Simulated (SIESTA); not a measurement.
Crystal: Mn2Co3Ge.

```
Ge Co Mn
1.0
     4.79742    0.00000    0.00000
    -2.39871    4.15469    0.00000
     0.00000    0.00000    7.61269
Ge Co Mn
2 6 4
Direct
  0.00000 0.00000 0.00000
  0.00000 0.00000 0.50000
  0.17346 0.34692 0.75000
  0.82654 0.65308 0.25000
  0.17346 0.82654 0.75000
  0.82654 0.17346 0.25000
  0.34692 0.17346 0.25000
  0.65308 0.82654 0.75000
  0.33333 0.66667 0.06509
  0.33333 0.66667 0.43491
  0.66667 0.33333 0.93491
  0.66667 0.33333 0.56509
```

The cell comes from a database or a generator and needn't be the stable form of this composition.

- Program: SIESTA 5.4.2
- Task: single point
- Functional: PBEsol
- Potentials or basis: PseudoDojo 0.4 standard (PBEsol files)
- Basis: DZP (energy shift 0.003 Ry; two zetas on semicore shells)
- Grid cutoff: 800 Ry
- Energy shift: 0.003 Ry
- k mesh: 7 × 7 × 4
- Occupations: fermi-dirac, width 0.05 eV
- Spin: collinear spin, ferromagnetic start
- Starting moments: [0.0, 0.0, 2.0, 2.0, 2.0, 2.0, 2.0, 2.0, 4.0, 4.0, 4.0, 4.0] μB

On this cell: pressure -7.1 GPa; largest force 0.111 eV/Å; net moment 22.63 μB per cell; site moments Ge -0.36; Co +1.38; Mn +3.76 μB; band gap on the k mesh none (metal or under the smearing width).

The same run follows on a disturbed copy (atoms moved at random, drawn with an rms of 0.05 Å):

```xyz
12
Lattice="4.7974 0.0000 0.0000 -2.3987 4.1547 0.0000 0.0000 0.0000 7.6127" Properties=species:S:1:pos:R:3 pbc="T T T"
Ge    0.0244   -0.0033    0.0125
Ge   -0.0254    0.0077    3.7762
Co   -0.0047    1.4384    5.7409
Co    2.3844    2.6817    1.9054
Co   -1.0961    3.4718    5.7146
Co    3.5666    0.7201    1.9080
Co    1.2150    0.7505    1.9177
Co    1.1583    3.4913    5.7557
Mn    0.0577    2.8092    0.4807
Mn   -0.0408    2.7827    3.2531
Mn    2.3792    1.3718    7.1097
Mn    2.4108    1.3637    4.3000
```

Question: What does the disturbed cell give?

Answer: The energy (extrapolated to zero smearing) moves by +8.4 meV/atom; pressure -6.7 GPa; largest force 0.888 eV/Å; net moment 22.56 μB per cell; site moments Ge -0.36; Co +1.40, +1.38, +1.43, +1.32, +1.33; Mn +3.74, +3.77, +3.75, +3.78 μB; band gap on the k mesh none (metal or under the smearing width).

Forces on the atoms (eV/Å):
```
Ge   0.094 -0.055  0.197
Ge   0.153 -0.191  0.854
Co   0.138  0.351 -0.359
Co   0.136  0.130 -0.074
Co  -0.395 -0.183 -0.245
Co  -0.457  0.151 -0.257
Co   0.390 -0.133 -0.161
Co   0.067 -0.430 -0.472
Mn  -0.283 -0.131  0.135
Mn   0.119  0.010  0.254
Mn   0.169  0.247  0.039
Mn  -0.134  0.236  0.095
```

Stress tensor (GPa, compression positive):
```
-7.03  0.13  0.14
 0.13 -7.55 -0.18
 0.14 -0.18 -5.62
```

Caveats: short orbitals over semicore shells can move pressures by several GPa; the basis of atomic orbitals isn't converged, which shifts pressures, moduli and gaps.
